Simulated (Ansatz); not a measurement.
# CH7AsBOSb: the cost of one run

All numbers below are computed with Ansatz 0.2.0 (RKS PBE0/def2-SVP).

### Step 1. Starting point

Bond lengths: B1–As2 2.013 Å, As2–C3 1.965 Å, C3–O4 1.374 Å, O4–Sb5 2.009 Å, B1–H6 1.153 Å, B1–H7 1.230 Å, As2–H8 1.536 Å, C3–H9 1.077 Å, C3–H10 1.155 Å, Sb5–H11 1.772 Å, Sb5–H12 1.739 Å. Angles (14 of 16 angles, heavy atoms first): B1–As2–C3 92.5°, As2–C3–O4 111.7°, C3–O4–Sb5 111.1°, B1–As2–H8 93.4°, C3–As2–H8 91.2°, As2–B1–H6 125.3°, As2–B1–H7 119.1°, As2–C3–H9 108.7°, As2–C3–H10 106.1°, O4–C3–H9 114.8°, O4–C3–H10 106.3°, O4–Sb5–H11 88.6°, O4–Sb5–H12 91.9°, H6–B1–H7 115.5°.

Structure file:

```xyz
12

B    -0.5602    2.0759    1.6306
As   -1.0585    0.1287    1.5157
C     0.0327   -0.1453   -0.0948
O    -0.0931   -1.4242   -0.5810
Sb    1.0180   -1.6818   -2.2343
H     0.4732    2.4813    1.9418
H    -1.3751    2.9243    1.2715
H    -2.3059    0.4028    0.6624
H    -0.1977    0.6314   -0.8040
H     1.1328   -0.0331    0.2399
H     2.4054   -2.0459   -1.1941
H     0.6053   -3.3693   -2.3197
```

### Step 2. Relaxing end A

input.yaml

```yaml
crystal:
  periodic: [false, false, false]
  atoms:
    - { symbol: B, position_ang: [-0.5602, 2.0759, 1.6306] }
    - { symbol: As, position_ang: [-1.0585, 0.1287, 1.5157] }
    - { symbol: C, position_ang: [0.0327, -0.1453, -0.0948] }
    - { symbol: O, position_ang: [-0.0931, -1.4242, -0.581] }
    - { symbol: Sb, position_ang: [1.018, -1.6818, -2.2343] }
    - { symbol: H, position_ang: [0.4732, 2.4813, 1.9418] }
    - { symbol: H, position_ang: [-1.3751, 2.9243, 1.2715] }
    - { symbol: H, position_ang: [-2.3059, 0.4028, 0.6624] }
    - { symbol: H, position_ang: [-0.1977, 0.6314, -0.804] }
    - { symbol: H, position_ang: [1.1328, -0.0331, 0.2399] }
    - { symbol: H, position_ang: [2.4054, -2.0459, -1.1941] }
    - { symbol: H, position_ang: [0.6053, -3.3693, -2.3197] }
basis:
  gaussian: { orbitals: def2-SVP }
hamiltonian:
  xc: pbe0
relax:
  f_tol: 0.015
  max_steps: 40
```

Command:

```bash
$ ansatz run input.yaml --threads 2 --pin off --max-ram 3072MiB --backend cpu --events-out ev --progress --plain --runs-dir out
```

**Question.** How long does this run take on 2 threads of Arm Neoverse V1, shared host, and how much memory does it need?

About 1.9 min, with a peak of 0.43 GiB.
